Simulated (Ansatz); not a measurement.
# Sr₂: geometry and frequencies at several levels

The task here is to estimate one member of a computed series from the others.

Program: Ansatz 0.2.0. Level of theory: the levels named in each step. These are calculated values, not measurements.

**The system as given**

Bond lengths: Sr1–Sr2 4.041 Å.

As a file:

```xyz
2

Sr    0.0000    0.0000    0.0000
Sr    0.0000    0.0000    4.0406
```

The first run:

input.yaml reads:

```yaml
crystal:
  periodic: [false, false, false]
  atoms:
    - { symbol: Sr, position_ang: [0.0, 0.0, -0.33246415] }
    - { symbol: Sr, position_ang: [0.0, 0.0, 4.37310415] }
basis:
  gaussian: { orbitals: def2-TZVPP }
hamiltonian:
  xc: pbe0
  dispersion: d4
phonons: {}
```

Run with:

```console
> ansatz run input.yaml --threads 2 --pin off --max-ram 5120MiB --backend cpu --events-out ev --progress --plain --runs-dir out
```

Steps of the session up to this table: Frequencies, PBE0-D4/def2-TZVPP; Relaxation, PBE-D4/def2-TZVPP; Frequencies, PBE-D4/def2-TZVPP; Relaxation, r2SCAN-D4/def2-TZVPP; Frequencies, r2SCAN-D4/def2-TZVPP; Relaxation, B3LYP-D4/def2-TZVPP; Frequencies, B3LYP-D4/def2-TZVPP; Relaxation, B2PLYP/def2-TZVPP; Frequencies, B2PLYP/def2-TZVPP.

One table of the session follows, with a row left open; its other results are not shown here.

| level | Sr1–Sr2 (Å) | rotational constants (MHz) | highest frequency (cm⁻¹) |
| --- | --- | --- | --- |
| PBE0-D4/def2-TZVPP | 4.7056 | 519.29 | 45 |
| PBE-D4/def2-TZVPP | 4.6725 | 526.65 | 46 |
| r2SCAN-D4/def2-TZVPP | 4.6421 | 533.58 | 48 |
| B3LYP-D4/def2-TZVPP | ? | ? | ? |
| B2PLYP/def2-TZVPP | 4.9362 | 471.9 | 29 |

**Question.** Estimate the row for B3LYP-D4/def2-TZVPP.

The run gave: Sr1–Sr2 (Å): 4.7583; rotational constants (MHz): 507.83; highest frequency (cm⁻¹): 43. In the column «Sr1–Sr2 (Å)» it lies between PBE0-D4/def2-TZVPP (4.7056) and B2PLYP/def2-TZVPP (4.9362).
